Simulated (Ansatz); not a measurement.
**C₃H₆AlN: up Jacob's ladder to CCSD(T)**

How much do the methods differ for C₃H₆AlN? The plan is to run it at one geometry with functionals of several rungs and with coupled cluster. The yardstick is the atomisation energy at the CCSD(T) limit.

Computed with Ansatz 0.2.0, Gaussian basis. Level: functionals in def2-TZVPP, the program's frozen cores in correlated methods.

The runs, in order: PBE-D4, r2SCAN-D4, PBE0-D4, B3LYP-D4, ωB97X-V, ωB97M-V, B2PLYP; CCSD(T)/def2-TZVPP; MP2/def2-QZVPP; extrapolation to the limit.

## 1. The relaxed structure

The geometry comes from an earlier relaxation with PBE0-D4 in a triple-zeta def2 set; it is a stationary point, not always the lowest conformer.

SMILES `CC1=[C]([AlH2])N1`, 11 atoms, charge 0, spin multiplicity 1.

Atoms are counted from 1 here; the program's logs count them from 0.

Bond lengths: C1–C2 1.459 Å, C1–H6 1.095 Å, C1–H7 1.094 Å, C1–H8 1.090 Å, C2–C3 1.296 Å, C2–N5 1.426 Å, C3–Al4 1.898 Å, C3–N5 1.581 Å, Al4–H9 1.584 Å, Al4–H10 1.581 Å, N5–H11 1.024 Å. Angles: C2–C1–H6 110.1°, C2–C1–H7 109.2°, C2–C1–H8 111.5°, H6–C1–H7 106.9°, H6–C1–H8 109.3°, H7–C1–H8 109.7°, C1–C2–C3 153.6°, C1–C2–N5 135.6°, C3–C2–N5 70.8°, C2–C3–Al4 158.5°, C2–C3–N5 58.5°, Al4–C3–N5 142.8°, C3–Al4–H9 117.4°, C3–Al4–H10 119.9°, H9–Al4–H10 122.7°, C2–N5–C3 50.7°, C2–N5–H11 109.2°, C3–N5–H11 109.5°.

## 2. PBE-D4 (GGA)

in.yaml reads:

```yaml
crystal:
  periodic: [false, false, false]
  atoms:
    - {symbol: C, position_ang: [-1.520640, -1.205647, -0.016165]}
    - {symbol: C, position_ang: [-0.226398, -0.560670, -0.210761]}
    - {symbol: C, position_ang: [0.608898, 0.423029, -0.096494]}
    - {symbol: Al, position_ang: [1.242398, 2.161179, 0.327053]}
    - {symbol: N, position_ang: [0.997018, -0.907171, -0.857043]}
    - {symbol: H, position_ang: [-1.403009, -2.110169, 0.589051]}
    - {symbol: H, position_ang: [-1.915283, -1.522027, -0.986612]}
    - {symbol: H, position_ang: [-2.231672, -0.537165, 0.468731]}
    - {symbol: H, position_ang: [0.190435, 3.202428, 0.891686]}
    - {symbol: H, position_ang: [2.775227, 2.506728, 0.147857]}
    - {symbol: H, position_ang: [1.548323, -1.507415, -0.236606]}
basis:
  gaussian: {orbitals: def2-TZVPP}
hamiltonian: {xc: pbe, dispersion: d4}
output: {forces: true, orbitals: {seedname: orbitals}}
```

On the command line:

```sh
> ansatz run in.yaml --threads 4 --pin off --events-out ev --progress --plain --max-ram 10444MiB
```

The runs that follow: r2SCAN-D4 (meta-GGA); PBE0-D4 (hybrid); B3LYP-D4 (hybrid); ωB97X-V (range-separated); ωB97M-V (range-separated); B2PLYP (double hybrid); CCSD(T) in def2-TZVPP; MP2 in def2-QZVPP.

Q: Predict the results of all the runs planned. Wanted: atomisation energy, CCSD(T)/CBS; farthest; mean size of error, hybrid; mean size of error, range-separated; gap, smallest and largest; T1 diagnostic; triples share of the correlation energy.

As calculated:

| quantity | value |
| --- | --- |
| atomisation energy, CCSD(T)/CBS | 950.7 kcal/mol |
| functionals within 4.8 kcal/mol (0.5 %) | B3LYP-D4 |
| farthest | PBE-D4 (+32.0 kcal/mol) |
| mean size of error, hybrid | 6.9 kcal/mol |
| mean size of error, range-separated | 5.3 kcal/mol |
| gap, smallest and largest | 2.30 eV (PBE-D4), 8.33 eV (ωB97X-V) |
| T1 diagnostic | 0.0130 |
| triples share of the correlation energy | 4.5 % |

What this shows: PBE-D4 is off by +32.0 kcal/mol. Double hybrids carry the basis error of their MP2 part in triple zeta, and no dispersion term here, so their miss is partly the set-up's. The reference freezes the cores and leaves out relativity and excitations past (T), so misses under about 4.8 kcal/mol can't be ranked. Hartree-Fock recovers 70 % of the binding; the rest is correlation. Orbital gaps span 2.3 to 8.3 eV; exact exchange widens them. The restricted reference is unstable towards a spin-broken one.
